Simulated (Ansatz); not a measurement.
# CH₆MgOSi: up Jacob's ladder to CCSD(T)

An exercise on one series of results from a longer session: the logs are not shown, and one member is left open.

The runs use Ansatz 0.2.0, Gaussian basis; functionals in def2-TZVPP, the program's frozen cores in correlated methods.

Plan: LDA (SPW92), PBE-D4, revPBE-D4, BLYP-D4, r2SCAN-D4, B97M-V, PBE0-D4, B3LYP-D4, r2SCANh-D4, r2SCAN0-D4, HSE06-D4, BHLYP-D4, CAM-B3LYP-D4, LC-ωPBE, ωB97X-V, ωB97M-V, B2PLYP, PBE-QIDH; CCSD(T)/def2-SVP; CCSD(T)/def2-TZVPP; MP2/def2-QZVPP; extrapolation to the limit; RPA on PBE.

## The relaxed structure

All runs share one geometry, relaxed beforehand with PBE0-D4 in a triple-zeta def2 set.

SMILES `[CH3][Mg][O][SiH3]`, 10 atoms, charge 0, spin multiplicity 1.

Atoms are counted from 1 here; the program's logs count them from 0.

Bond lengths: C1–Mg2 2.069 Å, C1–H5 1.094 Å, C1–H6 1.094 Å, C1–H7 1.094 Å, Mg2–O3 1.799 Å, O3–Si4 1.610 Å, Si4–H8 1.494 Å, Si4–H9 1.494 Å, Si4–H10 1.494 Å. Angles: Mg2–C1–H5 111.5°, Mg2–C1–H6 111.5°, Mg2–C1–H7 111.5°, H5–C1–H6 107.4°, H5–C1–H7 107.4°, H6–C1–H7 107.4°, C1–Mg2–O3 179.9°, Mg2–O3–Si4 179.9°, O3–Si4–H8 111.6°, O3–Si4–H9 111.6°, O3–Si4–H10 111.6°, H8–Si4–H9 107.3°, H8–Si4–H10 107.3°, H9–Si4–H10 107.3°.

Coordinates:

```xyz
10

C    -0.5468    2.4323   -1.3248
Mg   -0.1411    0.6497   -0.3562
O     0.2133   -0.9003    0.4862
Si    0.5279   -2.2869    1.2409
H     0.0376    2.5310   -2.2443
H    -0.3106    3.2942   -0.6940
H    -1.6028    2.5085   -1.5995
H     1.9889   -2.4488    1.5054
H    -0.1734   -2.3670    2.5572
H     0.0902   -3.4638    0.4323
```

The first run:

Contents of in.yaml:

```yaml
crystal:
  periodic: [false, false, false]
  atoms:
    - {symbol: C, position_ang: [-0.546756, 2.432273, -1.324808]}
    - {symbol: Mg, position_ang: [-0.141126, 0.649674, -0.356202]}
    - {symbol: O, position_ang: [0.213320, -0.900310, 0.486157]}
    - {symbol: Si, position_ang: [0.527887, -2.286910, 1.240940]}
    - {symbol: H, position_ang: [0.037584, 2.530988, -2.244279]}
    - {symbol: H, position_ang: [-0.310632, 3.294198, -0.693970]}
    - {symbol: H, position_ang: [-1.602849, 2.508504, -1.599542]}
    - {symbol: H, position_ang: [1.988882, -2.448803, 1.505355]}
    - {symbol: H, position_ang: [-0.173391, -2.367006, 2.557190]}
    - {symbol: H, position_ang: [0.090182, -3.463810, 0.432258]}
basis:
  gaussian: {orbitals: def2-TZVPP}
hamiltonian: {xc: lda}
output: {orbitals: {seedname: orbitals}}
```

Steps of the session up to this table: LDA; PBE-D4 (GGA); revPBE-D4 (GGA); BLYP-D4 (GGA); r2SCAN-D4 (meta-GGA); B97M-V (meta-GGA); PBE0-D4 (hybrid); B3LYP-D4 (hybrid); r2SCANh-D4 (hybrid); r2SCAN0-D4 (hybrid); HSE06-D4 (hybrid); BHLYP-D4 (hybrid); CAM-B3LYP-D4 (range-separated); LC-ωPBE-D4 (range-separated; the results give it without D4); ωB97X-V (range-separated); ωB97M-V (range-separated); B2PLYP (double hybrid); PBE-QIDH (double hybrid).

One of the session's tables, all rows but one given; the rest of the session is left out.

It belongs to the step «Frontier levels by functional». 

| functional | HOMO (eV) | gap (eV) |
| --- | --- | --- |
| LDA (SPW92) | -6.57 | 4.65 |
| PBE-D4 | -6.39 | 4.65 |
| revPBE-D4 | -6.30 | 4.65 |
| BLYP-D4 | -6.27 | 4.54 |
| r2SCAN-D4 | -6.53 | 5.24 |
| B97M-V | -6.65 | 4.87 |
| PBE0-D4 | -7.54 | 6.51 |
| B3LYP-D4 | -7.35 | 6.03 |
| r2SCANh-D4 | -6.97 | 5.90 |
| r2SCAN0-D4 | -7.65 | 6.88 |
| HSE06-D4 | -7.14 | 5.76 |
| BHLYP-D4 | -8.63 | 8.14 |
| CAM-B3LYP-D4 | -8.93 | 8.61 |
| LC-ωPBE | -10.27 | 11.01 |
| ωB97X-V | -9.91 | 10.49 |
| ωB97M-V | ? | ? |

Q: Estimate the row for ωB97M-V from the others.

As computed: HOMO (eV): -9.81; gap (eV): 9.96. In the column «HOMO (eV)» it lies between ωB97X-V (-9.91) and CAM-B3LYP-D4 (-8.93).
